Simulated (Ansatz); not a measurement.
# W: the cost of one run

Method: DFT PBEsol, scalar-relativistic, plane waves, PAW, in Ansatz 0.2.0.

The COD cell was measured well above room temperature, so it is larger than a cold one.

### 1 The system as given

Symmetry: Im-3m, No. 229, cubic system. Conventional cell: a = 3.154 Å, b = 3.154 Å, c = 3.154 Å, α = 90.00°, β = 90.00°, γ = 90.00°. W (site symmetry m-3m) has 8 W at 2.73 Å as nearest neighbours.

Structure file:

```
CELL_PARAMETERS angstrom
-1.57718 1.57718 1.57718
1.57718 -1.57718 1.57718
1.57718 1.57718 -1.57718
ATOMIC_POSITIONS crystal
W 0.00000 0.00000 0.00000
```

This cell was relaxed beforehand with the same method: volume 15.69 Å³/atom, gap on the mesh none (metal).

### 2 The bulk in the cell of the plane

Contents of input.yaml:

```yaml
crystal:
  lattice:
    - [2.7317561333, 0.0, 0.0]
    - [-0.9105853778, 2.5755243819, 0.0]
    - [0.9105853778, 1.2877621909, 2.2304695428]
  atoms:
    - { symbol: W, position: [0.0, 0.0, 0.0] }
basis:
  ecutwfc: 420
kpoints:
  mp_grid: { grid: [13, 13, 15] }
hamiltonian:
  xc: pbesol
scf:
  occupations: { method: gaussian, width: 0.1 }
output:
  forces: true
  stress: true
  eigenvalues: true
```

Started as:

```sh
$ ansatz run input.yaml --threads 1 --pin off --max-ram 2560MiB --backend cpu --events-out ev --progress --plain --runs-dir out
```

What time and memory should one allow on 1 thread of Arm Neoverse V1, shared host?

About 6.3 s, with a peak of 0.39 GiB.
